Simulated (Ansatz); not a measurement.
**C₄H₁₀O₂Si: one species, many methods**

An exercise on one series of results from a longer session: the logs are not shown, and one member is left open.

Computed with Ansatz 0.2.0, Gaussian basis. Level: functionals in def2-TZVPP, the program's frozen cores in correlated methods.

Plan: LDA (SPW92), PBE-D4, revPBE-D4, BLYP-D4, r2SCAN-D4, B97M-V, PBE0-D4, B3LYP-D4, r2SCANh-D4, r2SCAN0-D4, HSE06-D4, BHLYP-D4, CAM-B3LYP-D4, LC-ωPBE, ωB97X-V, ωB97M-V, B2PLYP, PBE-QIDH; CCSD(T)/def2-SVP; CCSD(T)/def2-TZVPP; MP2/def2-QZVPP; extrapolation to the limit; RPA on PBE.

### The geometry

All runs share one geometry, relaxed beforehand with PBE0-D4 in a triple-zeta def2 set.

SMILES `CC(C)(C)O[Si]O`, 17 atoms, charge 0, spin multiplicity 1.

Atoms are counted from 1 here; the program's logs count them from 0.

Bond lengths: C1–C2 1.522 Å, C1–H8 1.092 Å, C1–H9 1.093 Å, C1–H10 1.093 Å, C2–C3 1.520 Å, C2–C4 1.521 Å, C2–O5 1.429 Å, C3–H11 1.092 Å, C3–H12 1.092 Å, C3–H13 1.092 Å, C4–H14 1.092 Å, C4–H15 1.092 Å, C4–H16 1.092 Å, O5–Si6 1.653 Å, Si6–O7 1.648 Å, O7–H17 0.964 Å. Angles: C2–C1–H8 109.9°, C2–C1–H9 111.2°, C2–C1–H10 111.2°, H8–C1–H9 108.2°, H8–C1–H10 108.2°, H9–C1–H10 108.1°, C1–C2–C3 110.4°, C1–C2–C4 110.4°, C1–C2–O5 111.6°, C3–C2–C4 110.7°, C3–C2–O5 106.8°, C4–C2–O5 106.8°, C2–C3–H11 110.2°, C2–C3–H12 110.7°, C2–C3–H13 110.4°, H11–C3–H12 108.6°, H11–C3–H13 108.4°, H12–C3–H13 108.4° and more.

Set-up of the first run:

Contents of in.yaml:

```yaml
crystal:
  periodic: [false, false, false]
  atoms:
    - {symbol: C, position_ang: [1.232995, 0.975811, 0.382623]}
    - {symbol: C, position_ang: [0.181190, -0.107908, 0.195404]}
    - {symbol: C, position_ang: [0.819236, -1.380561, -0.338600]}
    - {symbol: C, position_ang: [-0.541180, -0.378983, 1.505603]}
    - {symbol: O, position_ang: [-0.814696, 0.283481, -0.751602]}
    - {symbol: Si, position_ang: [-1.010457, 1.661003, -1.644669]}
    - {symbol: O, position_ang: [-2.393277, 1.253673, -2.442760]}
    - {symbol: H, position_ang: [1.978648, 0.648414, 1.110466]}
    - {symbol: H, position_ang: [1.746919, 1.193935, -0.556796]}
    - {symbol: H, position_ang: [0.784320, 1.902760, 0.748224]}
    - {symbol: H, position_ang: [0.056917, -2.144753, -0.501254]}
    - {symbol: H, position_ang: [1.556886, -1.768907, 0.367237]}
    - {symbol: H, position_ang: [1.320079, -1.185458, -1.289359]}
    - {symbol: H, position_ang: [-1.315672, -1.134275, 1.359731]}
    - {symbol: H, position_ang: [0.157036, -0.738036, 2.265021]}
    - {symbol: H, position_ang: [-1.014638, 0.533198, 1.875217]}
    - {symbol: H, position_ang: [-2.763203, 0.386202, -2.244187]}
basis:
  gaussian: {orbitals: def2-TZVPP}
hamiltonian: {xc: lda}
output: {orbitals: {seedname: orbitals}}
```

Run with:

```bash
$ ansatz run in.yaml --threads 2 --pin off --events-out ev --progress --plain --max-ram 32768MiB --backend cuda --devices 0, --max-vram 18GiB
```

Steps of the session up to this table: LDA; PBE-D4 (GGA); revPBE-D4 (GGA); BLYP-D4 (GGA); r2SCAN-D4 (meta-GGA); B97M-V (meta-GGA); B3LYP-D4 (hybrid); r2SCANh-D4 (hybrid); r2SCAN0-D4 (hybrid); HSE06-D4 (hybrid); BHLYP-D4 (hybrid); CAM-B3LYP-D4 (range-separated); LC-ωPBE (range-separated); ωB97X-V (range-separated); ωB97M-V (range-separated); B2PLYP (double hybrid); PBE-QIDH (double hybrid).

One of the session's tables, all rows but one given; the rest of the session is left out.

It belongs to the step «Frontier levels by functional». 

| functional | HOMO (eV) | gap (eV) |
| --- | --- | --- |
| LDA (SPW92) | -5.73 | 3.82 |
| PBE-D4 | ? | ? |
| revPBE-D4 | -5.55 | 3.88 |
| BLYP-D4 | -5.50 | 3.89 |
| r2SCAN-D4 | -5.80 | 4.17 |
| B97M-V | -5.92 | 4.28 |
| PBE0-D4 | -6.75 | 5.82 |
| B3LYP-D4 | -6.57 | 5.45 |
| r2SCANh-D4 | -6.23 | 4.91 |
| r2SCAN0-D4 | -6.88 | 6.01 |
| HSE06-D4 | -6.35 | 5.04 |
| BHLYP-D4 | -7.80 | 7.76 |
| CAM-B3LYP-D4 | -8.09 | 8.24 |
| LC-ωPBE | -9.36 | 10.61 |
| ωB97X-V | -9.06 | 10.19 |
| ωB97M-V | -8.93 | 9.94 |

Q: Estimate the row for PBE-D4 from the others.

The run gave: HOMO (eV): -5.61; gap (eV): 3.87. In the column «HOMO (eV)» it lies between LDA (SPW92) (-5.73) and revPBE-D4 (-5.55).
